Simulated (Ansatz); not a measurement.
# Zn30Ga18O30N18: the cost of one run

Method: density functional theory in Ansatz 0.2.0, PAW datasets, plane waves.

**1. The starting cell**

96 atoms (30 Zn, 18 Ga, 30 O, 18 N); a = 9.636 Å, b = 11.127 Å, c = 10.407 Å, α = 90.00°, β = 90.00°, γ = 90.00°. All atoms were shaken off their sites by about 0.02 Å along each axis.

Steps to follow: (2) PBEsol cell relaxation at the single k point (¼, ¼, ¼), on 1 × NVIDIA H100 80GB HBM3 with 4 threads of AMD EPYC 7R13; (3) r²SCAN single point at the single k point (¼, ¼, ¼), on 1 × NVIDIA H100 80GB HBM3 with 4 threads of AMD EPYC 7R13.

**2. PBEsol relaxation of the cell and the positions**

in.yaml reads:

```yaml
crystal:
  lattice:
    - [9.635989, 0.000000, 0.000000]
    - [0.000000, 11.126682, 0.000000]
    - [0.000000, 0.000000, 10.407073]
  atoms:
    - { symbol: Zn, position: [0.165443, 0.084201, 0.251451] }
    - { symbol: Zn, position: [0.166734, 0.085485, 0.750484] }
    - { symbol: Zn, position: [0.001741, 0.330853, 0.253480] }
    - { symbol: Zn, position: [0.999774, 0.336353, 0.747882] }
    - { symbol: Zn, position: [0.502773, 0.083892, 0.252085] }
    - { symbol: Zn, position: [0.335720, 0.333456, 0.249176] }
    - { symbol: Zn, position: [0.333367, 0.331136, 0.751198] }
    - { symbol: Zn, position: [0.167071, 0.580669, 0.248722] }
    - { symbol: Zn, position: [0.169601, 0.584930, 0.747219] }
    - { symbol: Zn, position: [0.834742, 0.083254, 0.249927] }
    - { symbol: Zn, position: [0.665636, 0.333178, 0.252445] }
    - { symbol: Zn, position: [0.665004, 0.332756, 0.750365] }
    - { symbol: Zn, position: [0.499729, 0.587724, 0.246620] }
    - { symbol: Zn, position: [0.836874, 0.584059, 0.751171] }
    - { symbol: Zn, position: [0.665401, 0.834403, 0.248483] }
    - { symbol: Zn, position: [0.663650, 0.833330, 0.749816] }
    - { symbol: Zn, position: [0.000741, 0.169583, 0.998246] }
    - { symbol: Zn, position: [0.335481, 0.168180, 0.499015] }
    - { symbol: Zn, position: [0.331731, 0.168966, 0.002770] }
    - { symbol: Zn, position: [0.168713, 0.417532, 0.498155] }
    - { symbol: Zn, position: [0.000226, 0.665900, 0.998954] }
    - { symbol: Zn, position: [0.663377, 0.167711, 0.498265] }
    - { symbol: Zn, position: [0.666266, 0.167237, 0.001501] }
    - { symbol: Zn, position: [0.332971, 0.669227, 0.502198] }
    - { symbol: Zn, position: [0.834581, 0.418172, 0.497736] }
    - { symbol: Zn, position: [0.833527, 0.415470, 0.002568] }
    - { symbol: Zn, position: [0.668137, 0.669232, 0.998168] }
    - { symbol: Zn, position: [0.503780, 0.914164, 0.497449] }
    - { symbol: Zn, position: [0.503037, 0.919827, 0.000663] }
    - { symbol: Zn, position: [0.833712, 0.915544, 0.001431] }
    - { symbol: Ga, position: [0.500574, 0.080147, 0.752068] }
    - { symbol: Ga, position: [0.997655, 0.833215, 0.251687] }
    - { symbol: Ga, position: [0.998920, 0.837258, 0.748968] }
    - { symbol: Ga, position: [0.833552, 0.086533, 0.749603] }
    - { symbol: Ga, position: [0.498063, 0.584532, 0.746930] }
    - { symbol: Ga, position: [0.332852, 0.834744, 0.251423] }
    - { symbol: Ga, position: [0.330403, 0.833850, 0.751674] }
    - { symbol: Ga, position: [0.830674, 0.587356, 0.247819] }
    - { symbol: Ga, position: [0.000096, 0.165064, 0.498420] }
    - { symbol: Ga, position: [0.169771, 0.420960, 0.999900] }
    - { symbol: Ga, position: [0.998633, 0.666052, 0.499856] }
    - { symbol: Ga, position: [0.501182, 0.417308, 0.499363] }
    - { symbol: Ga, position: [0.500069, 0.421242, 0.999824] }
    - { symbol: Ga, position: [0.330279, 0.666764, 0.999284] }
    - { symbol: Ga, position: [0.166633, 0.915942, 0.502519] }
    - { symbol: Ga, position: [0.166146, 0.916231, 0.999355] }
    - { symbol: Ga, position: [0.664955, 0.668739, 0.497774] }
    - { symbol: Ga, position: [0.831231, 0.916889, 0.498763] }
    - { symbol: O, position: [0.996663, 0.168123, 0.188231] }
    - { symbol: O, position: [0.002798, 0.167007, 0.689660] }
    - { symbol: O, position: [0.334052, 0.163190, 0.689438] }
    - { symbol: O, position: [0.165398, 0.418519, 0.187333] }
    - { symbol: O, position: [0.003035, 0.665900, 0.690379] }
    - { symbol: O, position: [0.667383, 0.165829, 0.188576] }
    - { symbol: O, position: [0.666014, 0.165848, 0.686704] }
    - { symbol: O, position: [0.499288, 0.416922, 0.188054] }
    - { symbol: O, position: [0.500815, 0.416444, 0.684221] }
    - { symbol: O, position: [0.332602, 0.668851, 0.688845] }
    - { symbol: O, position: [0.829802, 0.414775, 0.187457] }
    - { symbol: O, position: [0.502165, 0.914710, 0.189496] }
    - { symbol: O, position: [0.498487, 0.918224, 0.688386] }
    - { symbol: O, position: [0.837107, 0.916282, 0.689030] }
    - { symbol: O, position: [0.166014, 0.083543, 0.440095] }
    - { symbol: O, position: [0.999686, 0.331714, 0.938050] }
    - { symbol: O, position: [0.503563, 0.082650, 0.438710] }
    - { symbol: O, position: [0.499739, 0.083469, 0.938437] }
    - { symbol: O, position: [0.332493, 0.331815, 0.445915] }
    - { symbol: O, position: [0.166527, 0.586055, 0.439107] }
    - { symbol: O, position: [0.167350, 0.582330, 0.936086] }
    - { symbol: O, position: [0.001546, 0.833396, 0.436262] }
    - { symbol: O, position: [0.998826, 0.836016, 0.939793] }
    - { symbol: O, position: [0.837692, 0.084262, 0.939202] }
    - { symbol: O, position: [0.663241, 0.332869, 0.438345] }
    - { symbol: O, position: [0.666830, 0.332218, 0.938821] }
    - { symbol: O, position: [0.333783, 0.832641, 0.437800] }
    - { symbol: O, position: [0.834343, 0.583260, 0.940786] }
    - { symbol: O, position: [0.664018, 0.836262, 0.439366] }
    - { symbol: O, position: [0.667641, 0.833649, 0.935718] }
    - { symbol: N, position: [0.333132, 0.166222, 0.186157] }
    - { symbol: N, position: [0.167613, 0.415911, 0.690775] }
    - { symbol: N, position: [0.000260, 0.664669, 0.190575] }
    - { symbol: N, position: [0.332636, 0.669833, 0.186847] }
    - { symbol: N, position: [0.163074, 0.918681, 0.191875] }
    - { symbol: N, position: [0.163831, 0.916111, 0.688863] }
    - { symbol: N, position: [0.827609, 0.417617, 0.687621] }
    - { symbol: N, position: [0.668535, 0.666229, 0.186724] }
    - { symbol: N, position: [0.666561, 0.664315, 0.687742] }
    - { symbol: N, position: [0.831643, 0.913954, 0.191875] }
    - { symbol: N, position: [0.165814, 0.085180, 0.939080] }
    - { symbol: N, position: [0.999813, 0.334759, 0.439145] }
    - { symbol: N, position: [0.334232, 0.335804, 0.939911] }
    - { symbol: N, position: [0.836222, 0.082402, 0.443360] }
    - { symbol: N, position: [0.495985, 0.580915, 0.436789] }
    - { symbol: N, position: [0.502626, 0.586997, 0.938951] }
    - { symbol: N, position: [0.333355, 0.834380, 0.937947] }
    - { symbol: N, position: [0.833164, 0.586185, 0.438346] }
  symmetry: { detect: false }
kpoints:
  mp_grid: { grid: [1, 1, 1], shift: [0.25, 0.25, 0.25] }
hamiltonian:
  xc: pbesol
scf:
  occupations: { method: fermi_dirac, width: 0.01 }
relax:
  f_tol: 0.03
  max_steps: 80
  escape_saddle: false
  adjacent_minimum: "off"
  cell: { fix: [alpha, beta, gamma] }
output:
  forces: true
  eigenvalues: true
  populations: true
```

Launch:

```console
$ ansatz run in.yaml --threads 4 --pin off --max-ram 42750MiB --runs-dir r --events-out ev --progress --plain --backend cuda --devices 0, --max-vram 37GiB
```

Q: Estimate wall time and peak memory on 1 × NVIDIA H100 80GB HBM3 with 4 threads of AMD EPYC 7R13, shared host.

About 20 s, with a peak of 1.6 GiB on the host.
